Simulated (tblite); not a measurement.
# C4H9GeNOSi: the cost of one run

Computed with tblite 0.8.0 and PySCF 2.14.0, with density-fitted response routines of our own, on a single molecule in the gas phase. Atoms are numbered from 0 throughout.

## (1) The molecule as given

17 atoms, charge 0, multiplicity 1; geometry from: force field or distance geometry start.

Bonds of the start (Å): Si0–N1 1.76, N1–Ge2 1.86, Ge2–C3 1.91, C3–C4 1.35, C4–C5 1.38, C5–C6 1.38, C6–O7 1.29, O7–C3 1.34, Si0–H8 1.46, Si0–H9 1.50, Si0–H10 1.48, N1–H11 1.06, Ge2–H12 1.56, Ge2–H13 1.56, C4–H14 1.08, C5–H15 1.08, C6–H16 1.10.

## (2) Geometry optimisation with GFN2-xTB

Job settings and geometry (Å):

```
{"job": {"kind": "relax", "xc": "GFN2-xTB", "basis": "xTB"}, "charge": 0, "multiplicity": 1}
Si    -2.347900     1.008700     0.120500
N     -2.215700    -0.602600     0.805400
Ge    -0.718100    -1.558500     0.265500
C      0.900400    -0.541600     0.357400
C      1.238800     0.646500    -0.189100
C      2.530800     0.939700     0.183900
C      2.917700    -0.121400     0.975700
O      1.952600    -0.969500     1.069800
H     -1.266000     1.919600     0.486200
H     -3.596800     1.622200     0.678800
H     -2.483200     0.987800    -1.356000
H     -3.057700    -1.208000     0.567300
H     -0.914500    -2.193600    -1.147100
H     -0.630800    -2.786700     1.230200
H      0.628300     1.271600    -0.818700
H      3.147000     1.798300    -0.044400
H      3.908100    -0.200400     1.454100
```

Launch:

```
$ OMP_NUM_THREADS=1 python probes_run.py task.json out
```

The driver reads the jobs from task.json and runs them one after another.

Q: Estimate the wall time and peak memory of this first job on 1 thread of Arm Neoverse V1, shared host.

About 1.7 s, with a peak of 0.18 GiB.
